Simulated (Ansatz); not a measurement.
# Sn: Fermi surface or band edges

Aim: solve Sn self-consistently, get levels and band slopes on a dense mesh, and map the Fermi surface or, if there is a gap, the valleys at its edges.

Method: DFT PBE, spin-orbit coupling, plane waves, PAW; levels and slopes on a dense k mesh at the converged density, in Ansatz 0.2.0.

### Step 1. Starting point

It takes space group Fd-3m (No. 227, cubic). The conventional cell has a = 6.467 Å, b = 6.467 Å, c = 6.467 Å, α = 90.00°, β = 90.00°, γ = 90.00°. Sn (site symmetry -43m) has 4 Sn at 2.80 Å as nearest neighbours.

Structure file:

```cif
data_structure
_symmetry_space_group_name_H-M 'Fd-3m:1'
_symmetry_Int_Tables_number 227
_cell_length_a 6.4667
_cell_length_b 6.4667
_cell_length_c 6.4667
_cell_angle_alpha 90.000
_cell_angle_beta 90.000
_cell_angle_gamma 90.000
_cell_volume 270.42
loop_
_atom_site_label
_atom_site_type_symbol
_atom_site_symmetry_multiplicity
_atom_site_Wyckoff_symbol
_atom_site_fract_x
_atom_site_fract_y
_atom_site_fract_z
_atom_site_occupancy
Sn1 Sn 8 a 0.50000 0.00000 0.50000 1
```

The structure comes from the Crystallography Open Database and is not relaxed.

### Step 2. The run

The input, input.yaml:

```yaml
crystal:
  lattice:
    - [0.0, 3.2333428, 3.2333428]
    - [3.2333428, 0.0, 3.2333428]
    - [3.2333428, 3.2333428, 0.0]
  atoms:
    - { symbol: Sn, position: [0.5, 0.5, 0.5] }
    - { symbol: Sn, position: [0.75, 0.75, 0.75] }
basis:
  ecutwfc: 420
kpoints:
  mp_grid: { grid: [10, 10, 10] }
hamiltonian:
  xc: pbe
scf:
  occupations: { method: gaussian, width: 0.05 }
output:
  forces: true
  eigenvalues: true
  eigenstates:
    nscf_kmesh: { grid: [28, 28, 28] }
    top_band: c12
    de_dk: true
    localisation: false
  stress: true
checkpoint:
  write: ck
  compress: false
  write_wavefunctions: false
  write_every: 100000
magnetization:
  noncollinear: true
  spin_orbit: true
```

Command:

```sh
ansatz run input.yaml --threads 1 --pin off --max-ram 3072MiB --backend cpu --events-out ev --progress --plain --runs-dir out
```

Q: Predict the outcome of this session. Wanted: bands with resolved sheets at the Fermi level; density of states at the Fermi level; intraband plasma frequencies, principal values in rising order.

As calculated:

| quantity | value |
| --- | --- |
| bands with resolved sheets at the Fermi level | 4 |
| density of states at the Fermi level | 0.11 states/eV per cell |
| intraband plasma frequencies, principal values in rising order | 1.1, 1.1 and 1.1 eV |

What this shows: Four bands cross the Fermi level with sheets large enough to resolve; this is a semimetal: only small electron and hole pockets. Band 29 adds most to the density of states (0.032 states/eV), with a mean Fermi speed of 6.5 × 10⁵ m/s. Necks and pockets thinner than about two mesh steps aren't resolved.
